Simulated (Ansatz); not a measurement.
This script makes a test of the smearing width of Sr3Ca, space group Fm-3m with the Ansatz DFT code, driven from Python.

`run_smear.py`
```python
"""Smearing width test for Sr3Ca."""

import ansatz


def main() -> None:
    sr3ca = (
        ansatz.Lattice.fcc(9.460904)
        .space_group(225)
        .atom("Sr", (0.25, 0.75, 0.75))
        .atom("Sr", (0.5, 0.0, 0.0))
        .atom("Ca", (0.0, 0.0, 0.0))
        .primitive()
    )

    calc = (
        sr3ca.calculation()
        .functional("pbesol")
        .kpoints(5, center="gamma")
        .basis(420)
    )

    rows = []
    for value in [0.25, 0.15, 0.1, 0.05, 0.025]:
        summary = calc.occupations("cold", width=value).run(threads=1, pin="off").report
        rows.append((value, summary["free_energy_ev"] / len(summary["lattice"]["sites"]), summary["n_iterations"], summary["n_kpoints"]))

    print("  width (eV)   F/atom (eV)    iterations      k-points")
    for row in rows:
        print(f"{str(row[0]):>12s}  {row[1]:12.5f}  {row[2]:12d}  {row[3]:12d}")

    # differences from the last row
    for row in rows[:-1]:
        shift = 1000 * (row[1] - rows[-1][1])
        print(f"{row[0]}: {shift:+.2f} meV/atom" + ("  (within 5 meV)" if abs(shift) < 5 else ""))


if __name__ == "__main__":
    main()
```

How much does the free energy per atom change between the narrowest and the widest smearing, and why?

Going from 0.025 to 0.25 eV changes F by -10.2 meV an atom. This scheme is built to cancel the term in the square of the width, but that needs a smooth density of states and a fine mesh, and here a sizeable shift remains.

What the script printed:

`python run_smear.py` gives:
```text
  width (eV)   F/atom (eV)    iterations      k-points
        0.25   -3067.56310             6            10
        0.15   -3067.55771             6            10
         0.1   -3067.55511             6            10
        0.05   -3067.55337             6            10
       0.025   -3067.55292             6            10
0.25: -10.18 meV/atom
0.15: -4.79 meV/atom  (within 5 meV)
0.1: -2.19 meV/atom  (within 5 meV)
0.05: -0.46 meV/atom  (within 5 meV)
```

For a metal this k-point mesh is coarse: on a finer one energies can move by several to tens of meV an atom and pressures by half a GPa or more, differences at one mesh by less. The free energy holds a sizeable smearing term, which stands for no physical temperature. The narrowest width needs the finest mesh, so the last row is no converged reference. This cell is a computed structure, which may not be the phase found in nature. Cost: about 6 core-seconds.

(Lines on the test bed's own set-up are left out of the output.)
